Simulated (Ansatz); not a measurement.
# TiSeS3: the cost of one run

Program: Ansatz 0.2.0. Level of theory: DFT PBE, scalar-relativistic, plane waves, PAW. These are calculated values, not measurements.

1 further run of the same task is left out (set aside as unsound or not needed).

## 1. The system as given

The structure is cubic, space group Pm-3m (No. 221). Conventional cell: a = 4.695 Å, b = 4.695 Å, c = 4.695 Å, α = 90.00°, β = 90.00°, γ = 90.00°. Ti (site symmetry m-3m) has 6 S at 2.35 Å as nearest neighbours. Se (site symmetry m-3m) is surrounded by 12 S at 3.32 Å. S (site symmetry 4/mmm) is surrounded by 2 Ti at 2.35 Å.

As a file:

```cif
data_structure
_symmetry_space_group_name_H-M 'P 1'
_symmetry_Int_Tables_number 1
_cell_length_a 4.6953
_cell_length_b 4.6953
_cell_length_c 4.6953
_cell_angle_alpha 90.000
_cell_angle_beta 90.000
_cell_angle_gamma 90.000
_cell_volume 103.51
loop_
_atom_site_label
_atom_site_type_symbol
_atom_site_fract_x
_atom_site_fract_y
_atom_site_fract_z
_atom_site_occupancy
Ti1 Ti 0.50000 0.50000 0.50000 1
Se1 Se 0.00000 0.00000 0.00000 1
S1 S 0.00000 0.50000 0.50000 1
S2 S 0.50000 0.00000 0.50000 1
S3 S 0.50000 0.50000 0.00000 1
```

The cell was relaxed beforehand at this level, from a database cell with other species swapped in; it is a trial structure. At a tolerance of 0.05 Å it has space group Pm-3m (No. 221); it has 20.70 Å³/atom, an uncorrected energy of -0.05 eV/atom over the elements.

## 2. Electronic structure at the relaxed geometry

input.yaml

```yaml
crystal:
  lattice:
    - [4.6952545554, 0.0, 0.0]
    - [0.0, 4.6952545554, 0.0]
    - [0.0, 0.0, 4.6952545554]
  atoms:
    - { symbol: Ti, position: [0.5, 0.5, 0.5] }
    - { symbol: Se, position: [0.0, 0.0, 0.0] }
    - { symbol: S, position: [0.0, 0.5, 0.5] }
    - { symbol: S, position: [0.5, 0.0, 0.5] }
    - { symbol: S, position: [0.5, 0.5, 0.0] }
basis:
  ecutwfc: 420
kpoints:
  mp_grid: { grid: [8, 8, 8] }
  band_path:
    path:
      - [[0.0, 0.0, 0.0], [0.0, 0.5, 0.0], [0.5, 0.5, 0.0], [0.0, 0.0, 0.0], [0.5, 0.5, 0.5], [0.0, 0.5, 0.0]]
      - [[0.5, 0.5, 0.5], [0.5, 0.5, 0.0]]
    npoints: 14
hamiltonian:
  xc: pbe
scf:
  occupations: { method: gaussian, width: 0.1 }
  n_extra_bands: 12
output:
  forces: true
  stress: true
  eigenvalues: true
  populations: true
  dos: { projected: true, de: 0.02, nscf_kmesh: { grid: [10, 10, 10] } }
  bader: true
  write_density: true
  write_potential: true
  elf: true
  volumetric_format: npy
checkpoint:
  read: start.run
  write: ck
  compress: false
  write_wavefunctions: false
  write_every: 100000
```

Run with:

```bash
> ansatz run input.yaml --threads 1 --pin off --max-ram 2560MiB --backend cpu --events-out ev --progress --plain --runs-dir out
```

What time and memory should one allow on 1 thread of Intel Xeon Platinum 8259CL at 2.50GHz (Skylake/Cascade Lake), shared host?

About 67 s, with a peak of 0.53 GiB.
